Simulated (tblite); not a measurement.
# C4H8FN3Si: the cost of one run

Programs: tblite 0.8.0 and PySCF 2.14.0, with density-fitted response routines of our own. Each step states its level of theory. These are calculated values for one molecule in the gas phase, unless marked as measured. Atoms are numbered from 0 throughout.

### 1 The starting structure

17 atoms, charge 0, multiplicity 1; geometry from: force field or distance geometry start.

Bonds of the start (Å): C0–C1 1.46, C1–C2 1.38, C2–F3 1.37, C2–C4 1.38, C4–N5 1.35, N5–N6 1.32, N6–Si7 1.81, Si7–N8 1.78, N6–C1 1.35, C0–H9 1.12, C0–H10 1.11, C0–H11 1.12, C4–H12 1.08, Si7–H13 1.46, Si7–H14 1.46, N8–H15 1.02, N8–H16 1.03.

### 2 Relaxing the molecule with GFN2-xTB

What the job is given:

```
{"job": {"kind": "relax", "xc": "GFN2-xTB", "basis": "xTB"}, "charge": 0, "multiplicity": 1}
C     -1.217800     1.515800     0.561100
C     -1.054400     0.157700     0.054200
C     -1.989600    -0.856900    -0.014500
F     -3.308900    -0.789000     0.338300
C     -1.394000    -1.988100    -0.545100
N     -0.112000    -1.626700    -0.775800
N      0.094400    -0.374000    -0.417200
Si     1.690900     0.472900    -0.550100
N      2.865300    -0.531300     0.326500
H     -2.283000     1.847100     0.486800
H     -0.579800     2.248500     0.018700
H     -0.936200     1.543200     1.641400
H     -1.868500    -2.940600    -0.734000
H      1.548300     1.790100     0.063000
H      2.109300     0.575500    -1.946900
H      3.840300    -0.247100     0.201100
H      2.588600    -0.784900     1.282300
```

Run with:

```bash
> OMP_NUM_THREADS=1 python probes_run.py task.json out
```

This one command runs all jobs of the session in turn.

**Question.** How long does this first job take on 1 thread of Arm Neoverse N1, shared host, and how much memory does it need?

About 2.4 s, with a peak of 0.18 GiB.
